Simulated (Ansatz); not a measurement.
# HK: a ladder of basis sets

With the Ansatz DFT code, driven from Python.

The script reads `hk.xyz`:
```text
2

K     0.00000    0.00000    0.00000
H     0.00000    0.00000    2.26500
```

Interactive session:
```pycon
>>> import ansatz as az
>>> molecule = az.Crystal.molecule_from_extxyz("hk.xyz")
>>> setup = molecule.calculation().functional("pbe0")
>>> energies = {}
>>> for basis in ["STO-3G", "6-31G", "6-31G*", "def2-SVP", "def2-SVPD", "def2-TZVP", "def2-TZVPP"]:
...     report = setup.basis(gaussian=basis).run().report
...     size = report["n_frozen"] + report["n_occupied"][0] + report["n_virtual"][0]
...     energies[basis] = (report["reference_energy_ev"] / 27.211386246, report["free_energy_ev"] / 27.211386246)
...     print(f"{basis:14s} {size:4d} orbitals  reference {energies[basis][0]:14.6f} Ha  total {energies[basis][1]:14.6f} Ha")
...
STO-3G           14 orbitals  reference    -594.138531 Ha  total    -594.138531 Ha
6-31G            31 orbitals  reference    -600.266058 Ha  total    -600.266058 Ha
6-31G*           37 orbitals  reference    -600.267836 Ha  total    -600.267836 Ha
def2-SVP         29 orbitals  reference    -600.221031 Ha  total    -600.221031 Ha
def2-SVPD        35 orbitals  reference    -600.221913 Ha  total    -600.221913 Ha
def2-TZVP        39 orbitals  reference    -600.300686 Ha  total    -600.300686 Ha
def2-TZVPP       47 orbitals  reference    -600.300964 Ha  total    -600.300964 Ha
>>> last = energies["def2-TZVPP"][1]
>>> for basis, (_, total) in energies.items():
...     print(f"{basis:14s} lies {27.211386 * (total - last):9.4f} eV above def2-TZVPP")
...
STO-3G         lies  167.6883 eV above def2-TZVPP
6-31G          lies    0.9499 eV above def2-TZVPP
6-31G*         lies    0.9015 eV above def2-TZVPP
def2-SVP       lies    2.1751 eV above def2-TZVPP
def2-SVPD      lies    2.1511 eV above def2-TZVPP
def2-TZVP      lies    0.0076 eV above def2-TZVPP
def2-TZVPP     lies    0.0000 eV above def2-TZVPP
```

Against STO-3G: 6-31G -6127.5 mHa, 6-31G* -6129.3 mHa, def2-SVP -6082.5 mHa, def2-SVPD -6083.4 mHa, def2-TZVP -6162.2 mHa and def2-TZVPP -6162.4 mHa. The last step alone is -0.28 mHa (these two sets differ little on atoms other than hydrogen).

The drop along the ladder measures the basis error, and is no property of the molecule. The geometry is a force-field or estimated start, not a minimum of this method, and the last set is no limit. Much of the fall in a total is atomic energy, which cancels in bond and reaction energies. Totals across families of basis sets mostly measure their core functions. Run time: 4.4 s on 1 thread of Arm Neoverse V1 (shared host), peak memory 0.15 GiB.
